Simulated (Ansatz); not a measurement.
This script for Ansatz 0.2.0, Python API starts 2 runs on TiB2, space group P6/mmm. What input does the engine get in each?

`tib2.py`:
```python
"""Checking the PAW result for TiB2 with LAPW."""

import ansatz as az
from ase import Atoms
import numpy as np

KSPACING = 0.24


def count_gap(report):
    # lowest empty less highest filled band, counting bands; zero where they overlap
    return max(report.get("gap_by_band_count_ev") or 0.0, 0.0)

atoms = Atoms(
    ["Ti", "B", "B"],
    scaled_positions=[
        [0.0, 0.0, 0.0],
        [1 / 3, 2 / 3, 0.5],
        [2 / 3, 1 / 3, 0.5],
    ],
    cell=[
        [3.0292, 0.0, 0.0],
        [-1.5146, 2.62336415, 0.0],
        [0.0, 0.0, 3.2284],
    ],
    pbc=True,
)
cell = az.Crystal.from_ase(atoms)

base = cell.calculation()
base = base.functional(az.Functional.PBESOL)
base = base.kpoints(spacing=KSPACING)
base = base.occupations(az.OccupationsMethod.METHFESSEL_PAXTON)
base = base.stress()
base = base.forces().band_table()
variants = {
    "PAW": base.pseudopotentials("paw"),
    "LAPW": base.pseudopotentials("all_electron", lapw=True),
}
# totals differ by the cores that each treatment holds, so compare what does not depend on them
rows = []
for label, variant in variants.items():
    rep = variant.run().report
    levels = np.array(rep["eigenvalues_ev"][0]) - rep["fermi_energy_ev"]
    print(label, "levels at the first k-point near E_F:", np.round(levels[np.abs(levels) < 5], 3))
    rows.append((label, rep["n_electrons"], np.trace(rep["stress_gpa"]) / 3, float(np.abs(rep["forces_ev_ang"]).max()), count_gap(rep)))
lines = [",".join(["treatment", "electrons in bands", "P GPa", "max force component eV/A", "gap by band count eV"])] + [",".join(f"{v:.4f}" if isinstance(v, float) else str(v) for v in row) for row in rows]
print("\n".join(lines))
with open("paw_lapw.csv", "w") as handle:
    handle.write("\n".join(lines) + "\n")
```

Run 1:
```yaml
crystal:
  lattice:
    - [3.0292, 0.0, 0.0]
    - [-1.5146, 2.62336415, 0.0]
    - [0.0, 0.0, 3.2284]
  atoms:
    - { symbol: Ti, position: [0.0, 0.0, 0.0] }
    - { symbol: B, position: [0.3333333333333333, 0.6666666666666666, 0.5] }
    - { symbol: B, position: [0.6666666666666666, 0.3333333333333333, 0.5] }
kpoints:
  mp_grid:
    kspacing: 0.24
hamiltonian:
  xc: pbesol
  pseudopotentials:
    kind: paw
scf:
  occupations:
    method: methfessel_paxton
output:
  forces: true
  stress: true
  eigenvalues: true
```

Run 2, against run 1:
```diff
-    kind: paw
+    kind: all_electron
+    lapw: {}
```

`python tib2.py` gives:
```text
DeckWarning: basis.ecutwfc = 420 eV, auto-derived from the records' recommended cutoffs: set by Ti (normal level)
PAW levels at the first k-point near E_F: [-2.522 -2.522 -2.23  -2.074  1.98   1.98   3.756  3.756]
LAPW levels at the first k-point near E_F: [-2.523 -2.523 -2.23  -2.073  1.981  1.981  3.756  3.756]
treatment,electrons in bands,P GPa,max force component eV/A,gap by band count eV
PAW,18.0000,-5.1099,0.0000,0.0000
LAPW,28.0000,-5.1447,0.0000,0.0000
```
(Warnings from the package without file and line.)

PAW gives -5.110 GPa and LAPW -5.145 GPa, 0.035 GPa apart. They took 1.6 and 14.4 s of processor time.

Caveats:
- The run is spin-unpolarised.
- The computed bands are complete only to about 1.6 eV above the Fermi level.
- For a metal this k-point mesh is coarse: on a finer one energies can move by several to tens of meV an atom and pressures by half a GPa or more, differences at one mesh by less.
- A gap by band count of zero or less means overlapping bands, a metal.
- At these settings the cell as given stands under about -5 GPa, so it isn't at this functional's equilibrium volume.
- The starting cell is as deposited in a crystallographic database; the results hold for this polymorph, which needn't be the stable one.
- Gaps and levels are Kohn-Sham values on a finite set of k-points.
- Pressure is positive in compression; the treatments may keep other shells as core, so totals and counts of electrons can differ.
- Timing: 17 s on 1 thread of Arm Neoverse V1, with other jobs on the host, peak memory 0.51 GiB.
